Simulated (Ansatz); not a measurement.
**C₃H₁₀NO₃V: taking an electron away**

An exercise on one series of results from a longer session: the logs are not shown, and one member is left open.

The runs use Ansatz 0.2.0, Gaussian basis; unrestricted cation, the program's frozen cores in correlated methods.

Plan: UKS PBE-D4/def2-TZVPP; UKS r2SCAN-D4/def2-TZVPP; UKS PBE0-D4/def2-TZVPP; UKS B3LYP-D4/def2-TZVPP; UKS wB97X-V/def2-TZVPP; UKS wB97M-V/def2-TZVPP; UKS B2PLYP/def2-TZVPP; UHF-CCSD(T)/def2-TZVPP; UHF-MP2/def2-QZVPP; extrapolation to the limit; then −ε(HOMO) from the neutral's earlier runs with LDA (SPW92), PBE-D4, revPBE-D4, BLYP-D4, r2SCAN-D4, B97M-V, PBE0-D4, B3LYP-D4, r2SCANh-D4, r2SCAN0-D4, HSE06-D4, BHLYP-D4, CAM-B3LYP-D4, LC-ωPBE, ωB97X-V, ωB97M-V.

## The relaxed structure

An earlier PBE0-D4 in a triple-zeta def2 set relaxation fixed the geometry.

SMILES `C[O][V](=[NH])([O]C)[O]C`, 18 atoms, charge 0, spin multiplicity 1.

Atoms are counted from 1 here; the program's logs count them from 0.

Bond lengths: C1–O2 1.406 Å, C1–H9 1.100 Å, C1–H10 1.095 Å, C1–H11 1.095 Å, O2–V3 1.782 Å, V3–N4 1.613 Å, V3–O5 1.757 Å, V3–O7 1.757 Å, N4–H12 1.010 Å, O5–C6 1.395 Å, C6–H13 1.095 Å, C6–H14 1.095 Å, C6–H15 1.095 Å, O7–C8 1.395 Å, C8–H16 1.095 Å, C8–H17 1.095 Å, C8–H18 1.095 Å. Angles: O2–C1–H9 113.2°, O2–C1–H10 109.6°, O2–C1–H11 109.6°, H9–C1–H10 107.7°, H9–C1–H11 107.7°, H10–C1–H11 109.0°, C1–O2–V3 115.5°, O2–V3–N4 106.9°, O2–V3–O5 110.3°, O2–V3–O7 110.3°, N4–V3–O5 109.8°, N4–V3–O7 109.9°, O5–V3–O7 109.6°, V3–N4–H12 177.8°, V3–O5–C6 137.3°, O5–C6–H13 109.8°, O5–C6–H14 109.6°, O5–C6–H15 111.3° and more.

The first run:

in.yaml

```yaml
crystal:
  periodic: [false, false, false]
  atoms:
    - {symbol: C, position_ang: [-1.097535, -1.484151, 1.925012]}
    - {symbol: O, position_ang: [0.035456, -0.656847, 1.832589]}
    - {symbol: V, position_ang: [0.292928, 0.115070, 0.247299]}
    - {symbol: N, position_ang: [1.632109, 1.004889, 0.370479]}
    - {symbol: O, position_ang: [-1.071684, 1.144256, -0.158551]}
    - {symbol: C, position_ang: [-1.313671, 2.508657, -0.318765]}
    - {symbol: O, position_ang: [0.500319, -1.105581, -0.998964]}
    - {symbol: C, position_ang: [1.522518, -1.549360, -1.837976]}
    - {symbol: H, position_ang: [-1.673312, -1.535782, 0.988786]}
    - {symbol: H, position_ang: [-0.788280, -2.502275, 2.182221]}
    - {symbol: H, position_ang: [-1.765047, -1.105784, 2.705795]}
    - {symbol: H, position_ang: [2.466309, 1.573546, 0.411271]}
    - {symbol: H, position_ang: [-2.006136, 2.856782, 0.454995]}
    - {symbol: H, position_ang: [-1.769920, 2.689152, -1.297842]}
    - {symbol: H, position_ang: [-0.387234, 3.087546, -0.247765]}
    - {symbol: H, position_ang: [1.184562, -1.517556, -2.879204]}
    - {symbol: H, position_ang: [2.417653, -0.927252, -1.737202]}
    - {symbol: H, position_ang: [1.783363, -2.583810, -1.590478]}
basis:
  gaussian: {orbitals: def2-TZVPP}
total_charge: 1
magnetization: {spin_polarized: true, initial_magnetization: 1}
hamiltonian: {xc: pbe, dispersion: d4}
```

On the command line:

```
ansatz run in.yaml --threads 4 --pin off --events-out ev --progress --plain --max-ram 41984MiB --backend cuda --devices 0, --max-vram 37GiB
```

Among the steps run: Cation, UKS PBE-D4/def2-TZVPP; Cation, UKS r2SCAN-D4/def2-TZVPP; Cation, UKS PBE0-D4/def2-TZVPP; Cation, UKS B3LYP-D4/def2-TZVPP; Cation, UKS wB97X-V/def2-TZVPP; Cation, UKS wB97M-V/def2-TZVPP; Cation, UKS B2PLYP (frozen core)/def2-TZVPP; Cation, UHF-CCSD(T)/def2-TZVPP; Cation, UHF-MP2/def2-QZVPP.

One table of the session follows, with a row left open; its other results are not shown here.

It belongs to the step «Ionisation energies side by side». For comparison, −ε(HOMO) of the neutral from earlier runs:

```
  functional  −ε(HOMO) (eV)
 LDA (SPW92)              ?
      PBE-D4           6.14
   revPBE-D4           6.08
     BLYP-D4           6.05
   r2SCAN-D4           6.46
      B97M-V           6.58
     PBE0-D4           7.62
    B3LYP-D4           7.39
  r2SCANh-D4           7.01
  r2SCAN0-D4           7.85
    HSE06-D4           7.21
    BHLYP-D4           9.06
CAM-B3LYP-D4           9.00
     LC-ωPBE          10.28
     ωB97X-V           9.98
     ωB97M-V           9.92
```

Q: Estimate the row for LDA (SPW92) from the others.

**Answer.** −ε(HOMO) (eV): 6.29. In the column «−ε(HOMO) (eV)» it lies between PBE-D4 (6.14) and r2SCAN-D4 (6.46).
